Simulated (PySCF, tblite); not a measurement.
# C₄H₁₃GeP: a rotation path, then NMR shifts on frames, part 2 of 2

tblite 0.8.0 and PySCF 2.14.0. Atoms count from 0.

## (5) Shielding tensors: image 4, PBE0/pcSseg-1

Job settings and geometry (Å):

```
{"job": {"kind": "nmr", "xc": "PBE0", "basis": "pcSseg-1", "pop": false}, "charge": 0, "multiplicity": 1}
C     -0.746400     0.677800    -1.170300
C     -0.531100    -0.201600     0.054900
C     -0.686800    -1.669400    -0.322200
C     -1.543400     0.171300     1.130900
Ge     1.344400     0.133600     0.751900
P      2.426500     1.739500    -0.512200
H     -0.013000     0.447400    -1.943400
H     -0.640400     1.729100    -0.898800
H     -1.741900     0.529100    -1.587900
H     -0.505100    -2.311100     0.538700
H      0.018900    -1.942800    -1.106400
H     -1.694600    -1.865600    -0.688300
H     -2.559500     0.026300     0.763700
H     -1.426300     1.218000     1.410700
H     -1.405300    -0.438900     2.023300
H      2.103000    -1.184200     0.853900
H      1.255500     0.607700     2.191200
H      3.668200     1.490700     0.055100
H      2.667300     0.852400    -1.552400
```

Method: GIAO PBE0/pcSseg-1 NMR shielding, non-relativistic, gas phase.

Output:

```text
coarse grid: 66688 points
cycle   1  E = -2577.6782621271  dE = -3.953e-01  |g| = 9.173e-01  |ddm| = 3.753e+00
cycle   2  E = -2577.6399625015  dE =  3.830e-02  |g| = 9.642e-01  |ddm| = 1.097e+00
cycle   3  E = -2577.7562303828  dE = -1.163e-01  |g| = 1.125e-01  |ddm| = 7.324e-01
cycle   4  E = -2577.7586128731  dE = -2.382e-03  |g| = 4.681e-02  |ddm| = 1.467e-01
cycle   5  E = -2577.7591286398  dE = -5.158e-04  |g| = 6.649e-03  |ddm| = 4.473e-02
cycle   6  E = -2577.7591396918  dE = -1.105e-05  |g| = 1.853e-03  |ddm| = 1.171e-02
cycle   7  E = -2577.7591407281  dE = -1.036e-06  |g| = 4.701e-04  |ddm| = 3.053e-03
final grid: 139632 points
cycle   8  E = -2577.7591834399  dE = -1.148e-07  |g| = 5.717e-04  |ddm| = 3.087e-03
cycle   9  E = -2577.7591834110  dE =  2.888e-08  |g| = 6.689e-04  |ddm| = 1.122e-03
cycle  10  E = -2577.7591835126  dE = -1.016e-07  |g| = 6.295e-05  |ddm| = 6.363e-04
cycle  11  E = -2577.7591835136  dE = -9.845e-10  |g| = 1.016e-05  |ddm| = 6.841e-05
converged SCF energy = -2577.7591835136

GIAO shielding tensors (ppm)
atom      isotropic    diamagn.    paramagn.     s11        s22        s33       span
  0 C      154.572     248.682     -94.109    138.592    145.621    179.504     40.911
  1 C      159.414     245.668     -86.255    151.871    157.606    168.764     16.893
  2 C      154.044     247.523     -93.479    134.091    145.632    182.410     48.318
  3 C      152.990     247.409     -94.418    132.358    145.141    181.472     49.114
  4 Ge    1437.739    2758.766   -1321.027   1323.018   1388.360   1601.839    278.820
  5 P      631.370     966.905    -335.535    564.645    606.938    722.527    157.882
  6 H       30.629      32.420      -1.792     25.528     30.695     35.662     10.134
  7 H       30.162      31.665      -1.503     25.291     29.817     35.377     10.086
  8 H       30.808      31.433      -0.625     26.927     28.143     37.355     10.428
  9 H       30.357      31.510      -1.153     25.954     28.360     36.757     10.803
 10 H       30.408      31.616      -1.207     25.756     28.828     36.642     10.886
 11 H       30.824      31.106      -0.282     27.022     27.898     37.553     10.532
 12 H       30.817      30.937      -0.120     27.013     27.901     37.538     10.525
 13 H       30.292      31.271      -0.979     25.658     28.809     36.409     10.751
 14 H       30.310      31.294      -0.984     25.970     28.233     36.728     10.758
 15 H       27.164      31.344      -4.181     20.214     23.158     38.119     17.905
 16 H       27.632      31.223      -3.591     20.848     23.630     38.417     17.569
 17 H       30.638      29.098       1.540     24.523     26.804     40.585     16.062
 18 H       30.623      29.776       0.846     24.523     28.630     38.714     14.190
```

It took 24 s on 1 thread of AMD EPYC 9R14, shared host; peak memory 0.99 GiB.

In short: δ C3 33.9, C2 32.9, C0 32.4, C1 27.5, H15 4.55, H16 4.09 ppm.

## (6) NMR shieldings: image 6, PBE0/pcSseg-1

Job settings and geometry (Å):

```
{"job": {"kind": "nmr", "xc": "PBE0", "basis": "pcSseg-1", "pop": false}, "charge": 0, "multiplicity": 1}
C     -0.674300     0.488300    -1.296900
C     -0.511500    -0.251800     0.024500
C     -0.816400    -1.732200    -0.165700
C     -1.453900     0.346300     1.061400
Ge     1.400200    -0.017900     0.647700
P      2.266000     2.016000    -0.035300
H      0.013500     0.093900    -2.045000
H     -0.464000     1.550500    -1.156600
H     -1.690000     0.387000    -1.678200
H     -0.672300    -2.280500     0.764000
H     -0.162500    -2.165800    -0.921400
H     -1.848600    -1.870000    -0.488200
H     -2.488900     0.258500     0.730400
H     -1.230400     1.402700     1.210100
H     -1.351700    -0.164500     2.019100
H      2.230200    -1.216100     0.199500
H      1.435600    -0.099200     2.162700
H      3.570700     1.682700     0.302100
H      2.438500     1.581300    -1.341900
```

With the program's defaults for keys left out, this is: GIAO PBE0/pcSseg-1 NMR shielding, non-relativistic, gas phase.

Output:

```text
coarse grid: 66688 points
cycle   1  E = -2577.6803615409  dE = -3.968e-01  |g| = 9.177e-01  |ddm| = 3.761e+00
cycle   2  E = -2577.6419601675  dE =  3.840e-02  |g| = 9.645e-01  |ddm| = 1.104e+00
cycle   3  E = -2577.7580430918  dE = -1.161e-01  |g| = 1.131e-01  |ddm| = 7.370e-01
cycle   4  E = -2577.7604632006  dE = -2.420e-03  |g| = 4.686e-02  |ddm| = 1.477e-01
cycle   5  E = -2577.7609784651  dE = -5.153e-04  |g| = 6.692e-03  |ddm| = 4.473e-02
cycle   6  E = -2577.7609896763  dE = -1.121e-05  |g| = 1.848e-03  |ddm| = 1.173e-02
cycle   7  E = -2577.7609907059  dE = -1.030e-06  |g| = 4.695e-04  |ddm| = 3.032e-03
final grid: 139632 points
cycle   8  E = -2577.7609659773  dE = -1.056e-07  |g| = 5.762e-04  |ddm| = 2.961e-03
cycle   9  E = -2577.7609659429  dE =  3.439e-08  |g| = 6.916e-04  |ddm| = 1.220e-03
cycle  10  E = -2577.7609660543  dE = -1.114e-07  |g| = 6.591e-05  |ddm| = 6.834e-04
cycle  11  E = -2577.7609660554  dE = -1.060e-09  |g| = 1.010e-05  |ddm| = 6.821e-05
cycle  12  E = -2577.7609660554  dE = -1.864e-11  |g| = 3.521e-06  |ddm| = 1.573e-05
converged SCF energy = -2577.7609660554

GIAO shielding tensors (ppm)
atom      isotropic    diamagn.    paramagn.     s11        s22        s33       span
  0 C      155.453     249.071     -93.617    139.903    145.373    181.084     41.181
  1 C      158.282     245.711     -87.429    150.671    156.592    167.582     16.910
  2 C      154.864     247.509     -92.645    134.933    145.370    184.289     49.357
  3 C      155.239     247.689     -92.450    135.225    146.601    183.890     48.666
  4 Ge    1441.860    2759.088   -1317.228   1327.944   1399.685   1597.950    270.005
  5 P      630.244     966.911    -336.667    562.421    607.825    720.485    158.064
  6 H       30.518      32.358      -1.840     26.126     29.085     36.343     10.217
  7 H       30.477      32.087      -1.610     25.013     31.053     35.366     10.353
  8 H       30.805      31.585      -0.780     26.949     28.025     37.441     10.492
  9 H       30.345      31.369      -1.024     25.881     28.294     36.861     10.981
 10 H       30.438      31.494      -1.056     25.796     28.624     36.894     11.098
 11 H       30.761      31.013      -0.252     26.929     27.819     37.534     10.605
 12 H       30.832      31.093      -0.261     27.081     27.830     37.586     10.504
 13 H       30.209      31.237      -1.028     25.239     29.327     36.061     10.821
 14 H       30.362      31.394      -1.033     25.886     28.314     36.885     10.999
 15 H       27.185      31.459      -4.274     20.071     23.252     38.232     18.161
 16 H       27.638      31.329      -3.691     21.092     23.273     38.549     17.457
 17 H       30.588      29.076       1.512     24.505     26.783     40.475     15.970
 18 H       30.616      29.806       0.810     24.391     28.840     38.618     14.227
```

Wall time 23 s (1 thread of AMD EPYC 9R14, shared host); peak memory 0.99 GiB.

This run: δ C2 32.1, C3 31.7, C0 31.5, C1 28.6, H15 4.53, H16 4.08 ppm.

## (7) NMR shieldings: image 8, PBE0/pcSseg-1

Job settings and geometry (Å):

```
{"job": {"kind": "nmr", "xc": "PBE0", "basis": "pcSseg-1", "pop": false}, "charge": 0, "multiplicity": 1}
C     -0.683300     0.289500    -1.433900
C     -0.490600    -0.283400    -0.035500
C     -0.906600    -1.748000    -0.013300
C     -1.322500     0.510600     0.963400
Ge     1.452500    -0.119300     0.489700
P      2.124400     2.089000     0.506300
H     -0.066400    -0.244200    -2.157000
H     -0.408200     1.344500    -1.454700
H     -1.724300     0.204900    -1.745900
H     -0.767200    -2.169400     0.981100
H     -0.310900    -2.326900    -0.717500
H     -1.957000    -1.851000    -0.286300
H     -2.380700     0.469000     0.706000
H     -1.012800     1.556100     0.970600
H     -1.198200     0.109300     1.968700
H      2.315500    -1.018700    -0.387500
H      1.642500    -0.700100     1.879300
H      3.465500     1.757500     0.636700
H      2.218500     2.139800    -0.877500
```

With the program's defaults for keys left out, this is: GIAO PBE0/pcSseg-1 NMR shielding, non-relativistic, gas phase.

Output:

```text
coarse grid: 66688 points
cycle   1  E = -2577.6817197245  dE = -3.918e-01  |g| = 9.185e-01  |ddm| = 3.769e+00
cycle   2  E = -2577.6436587767  dE =  3.806e-02  |g| = 9.643e-01  |ddm| = 1.111e+00
cycle   3  E = -2577.7592697781  dE = -1.156e-01  |g| = 1.132e-01  |ddm| = 7.408e-01
cycle   4  E = -2577.7616961672  dE = -2.426e-03  |g| = 4.676e-02  |ddm| = 1.480e-01
cycle   5  E = -2577.7622092956  dE = -5.131e-04  |g| = 6.710e-03  |ddm| = 4.457e-02
cycle   6  E = -2577.7622205489  dE = -1.125e-05  |g| = 1.848e-03  |ddm| = 1.168e-02
cycle   7  E = -2577.7622215791  dE = -1.030e-06  |g| = 4.677e-04  |ddm| = 3.041e-03
final grid: 139632 points
cycle   8  E = -2577.7622371351  dE = -6.508e-08  |g| = 5.472e-04  |ddm| = 2.251e-03
cycle   9  E = -2577.7622371068  dE =  2.827e-08  |g| = 6.496e-04  |ddm| = 1.096e-03
cycle  10  E = -2577.7622372012  dE = -9.443e-08  |g| = 5.590e-05  |ddm| = 6.089e-04
cycle  11  E = -2577.7622372020  dE = -7.594e-10  |g| = 7.662e-06  |ddm| = 5.717e-05
converged SCF energy = -2577.7622372020

GIAO shielding tensors (ppm)
atom      isotropic    diamagn.    paramagn.     s11        s22        s33       span
  0 C      156.759     248.374     -91.615    141.403    144.468    184.405     43.002
  1 C      156.978     245.628     -88.650    151.347    152.928    166.658     15.310
  2 C      155.922     247.556     -91.634    138.666    142.679    186.422     47.755
  3 C      156.790     248.073     -91.283    141.036    144.436    184.900     43.864
  4 Ge    1445.889    2759.419   -1313.530   1332.579   1402.250   1602.836    270.257
  5 P      636.859     966.879    -330.020    573.095    613.276    724.206    151.111
  6 H       30.452      31.943      -1.491     26.080     28.377     36.898     10.818
  7 H       30.583      32.180      -1.597     25.172     30.760     35.817     10.646
  8 H       30.811      31.470      -0.659     27.040     27.851     37.543     10.503
  9 H       30.369      31.315      -0.946     25.685     28.476     36.944     11.260
 10 H       30.377      31.362      -0.984     25.743     28.452     36.937     11.194
 11 H       30.699      30.948      -0.249     26.880     27.684     37.534     10.654
 12 H       30.815      31.240      -0.426     27.082     27.799     37.563     10.482
 13 H       30.162      31.311      -1.149     24.516     30.430     35.540     11.024
 14 H       30.436      31.537      -1.101     26.084     28.283     36.940     10.856
 15 H       27.198      31.554      -4.356     20.301     22.910     38.382     18.081
 16 H       27.681      31.456      -3.776     21.176     23.182     38.684     17.509
 17 H       30.669      29.037       1.633     24.522     26.951     40.535     16.013
 18 H       30.636      29.703       0.934     24.340     28.739     38.831     14.491
```

Run time: 24 s. Hardware: 1 thread of AMD EPYC 9R14, shared host; peak memory 0.99 GiB.

Key values: δ C2 31.0, C0 30.2, C3 30.1, C1 29.9, H15 4.52, H16 4.04 ppm.

## (8) Run by run: NMR shifts

Shifts (ppm) of some atoms, chosen among heavy atoms and hydrogens apart, with basis size and wall time:

```csv
frame,C3,C2,C0,H6,H7,Ge4,P5,functions,time
image 0,31.0,30.2,30.1,1.56,1.28,-115,-318.3,198,33 s
image 2,32.9,31.0,32.6,1.22,1.40,-111,-316.9,198,25 s
image 4,33.9,32.9,32.4,1.09,1.56,-107,-313.0,198,24 s
image 6,31.7,32.1,31.5,1.20,1.24,-111,-311.9,198,23 s
image 8,30.1,31.0,30.2,1.27,1.13,-115,-318.5,198,24 s
```

## (9) Outcome

The summary covers parts 1 to 2.

```
                                                                  quantity                                                                             value
                                                                   barrier                                                0.044 eV (1.0 kcal/mol) at image 4
                                                     end to end (GFN2-xTB)                                                                          0.000 eV
                           ¹³C shifts against TMS (PBE0/pcSseg-1, image 0)                                                        31.0, 30.2, 30.1, 29.9 ppm
                            ¹H shifts against TMS (PBE0/pcSseg-1, image 0)  4.51, 4.04, 1.56, 1.35, 1.35, 1.28, 1.26, 1.13, 1.07, 1.05, 1.02, 0.91, 0.91 ppm
                        ⁷³Ge shifts against GeMe4 (PBE0/pcSseg-1, image 0)                                                                          -115 ppm
                         ³¹P shifts against H3PO4 (PBE0/pcSseg-1, image 0)                                                                        -318.3 ppm
potential on the surface of density 0.002 e/bohr³, 1st and 99th percentile                                                                -0.82 V and 0.67 V
                                                 range of the shift of Ge4                                                                  -115 to -107 ppm
```

What this shows: Along the band the dihedral turns by 120°, and the top (dihedral 122°) lies 1.0 kcal/mol above the start (GFN2-xTB, rough), so at room temperature this motion is fast. The top was not checked by a frequency run. Shifts at one fixed geometry are not the observed spectrum, which averages over the motion. In the first frame run (image 0): The largest span, 270 ppm, is at Ge4, where the paramagnetic term is -1313 ppm. Across the 5 runs the shift of Ge4 moves most, between -115 (image 0) and -107 ppm (image 4). Spin-orbit coupling is left out, which matters for shieldings and couplings at and beside the heavy atoms.
